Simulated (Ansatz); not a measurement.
**C₃H₈Cl₃NSn: small, medium and large basis sets**

The task here is to estimate one member of a computed series from the others.

Program: Ansatz 0.2.0, Gaussian basis. Level of theory: one geometry, several basis sets. These are calculated values, not measurements.

The runs, in order: PBE0-D4/def2-SVP; ωB97M-V/def2-SVP; PBE0-D4/def2-QZVPP; ωB97M-V/def2-QZVPP; the functionals' def2-TZVPP values are taken from earlier runs.

**The relaxed structure**

All runs share one geometry, relaxed beforehand with PBE0-D4 in a triple-zeta def2 set. Sn takes the def2 core potential; no spin-orbit term is included.

SMILES `CC[N](C)[Sn]([Cl])([Cl])[Cl]`, 16 atoms, charge 0, spin multiplicity 1.

Atoms are counted from 1 here; the program's logs count them from 0.

Bond lengths: C1–C2 1.512 Å, C1–H9 1.096 Å, C1–H10 1.091 Å, C1–H11 1.091 Å, C2–N3 1.454 Å, C2–H12 1.102 Å, C2–H13 1.098 Å, N3–C4 1.452 Å, N3–Sn5 2.003 Å, C4–H14 1.099 Å, C4–H15 1.091 Å, C4–H16 1.096 Å, Sn5–Cl6 2.301 Å, Sn5–Cl7 2.319 Å, Sn5–Cl8 2.305 Å. Angles: C2–C1–H9 112.1°, C2–C1–H10 111.2°, C2–C1–H11 110.1°, H9–C1–H10 108.4°, H9–C1–H11 106.4°, H10–C1–H11 108.5°, C1–C2–N3 113.2°, C1–C2–H12 109.9°, C1–C2–H13 109.2°, N3–C2–H12 111.4°, N3–C2–H13 106.5°, H12–C2–H13 106.3°, C2–N3–C4 112.5°, C2–N3–Sn5 117.6°, C4–N3–Sn5 116.7°, N3–C4–H14 113.3°, N3–C4–H15 111.0°, N3–C4–H16 108.7° and more.

Set-up of the first run:

in.yaml reads:

```yaml
crystal:
  periodic: [false, false, false]
  atoms:
    - {symbol: C, position_ang: [-1.588612, 0.377483, -1.145238]}
    - {symbol: C, position_ang: [-1.166251, -0.144191, 0.209289]}
    - {symbol: N, position_ang: [0.192187, 0.229995, 0.569737]}
    - {symbol: C, position_ang: [0.549492, -0.198885, 1.909818]}
    - {symbol: Sn, position_ang: [1.606195, 0.052862, -0.837459]}
    - {symbol: Cl, position_ang: [1.587479, 1.798566, -2.335668]}
    - {symbol: Cl, position_ang: [1.466493, -1.892833, -2.091042]}
    - {symbol: Cl, position_ang: [3.669731, 0.089284, 0.189849]}
    - {symbol: H, position_ang: [-1.020319, -0.085153, -1.960155]}
    - {symbol: H, position_ang: [-1.462341, 1.459710, -1.208273]}
    - {symbol: H, position_ang: [-2.637967, 0.139724, -1.327913]}
    - {symbol: H, position_ang: [-1.308079, -1.235815, 0.251744]}
    - {symbol: H, position_ang: [-1.821411, 0.281412, 0.981023]}
    - {symbol: H, position_ang: [0.433486, -1.281185, 2.064545]}
    - {symbol: H, position_ang: [1.578617, 0.073645, 2.146314]}
    - {symbol: H, position_ang: [-0.101698, 0.312683, 2.627631]}
basis:
  gaussian: {orbitals: def2-SVP}
hamiltonian: {xc: pbe0, dispersion: d4}
output: {orbitals: {seedname: orbitals}}
```

The run is started by

```
> ansatz run in.yaml --threads 5 --pin off --events-out ev --progress --plain --max-ram 66560MiB --backend cpu
```

Steps of the session up to this table: PBE0-D4 in def2-SVP; ωB97M-V in def2-SVP; PBE0-D4 in def2-QZVPP; ωB97M-V in def2-QZVPP.

One of the session's tables, all rows but one given; the rest of the session is left out.

It belongs to the step «Density functionals: the series». 

```
functional       basis  HOMO (eV)  LUMO (eV)
   PBE0-D4    def2-SVP      -7.03      -2.11
   PBE0-D4  def2-TZVPP      -7.13      -2.24
   PBE0-D4  def2-QZVPP      -7.15      -2.28
   ωB97M-V    def2-SVP      -9.28       0.03
   ωB97M-V  def2-TZVPP      -9.41      -0.20
   ωB97M-V  def2-QZVPP          ?          ?
```

Estimate the missing values for ωB97M-V, def2-QZVPP.

As computed: HOMO (eV): -9.43; LUMO (eV): -0.30. In the column «HOMO (eV)» it is the lowest.
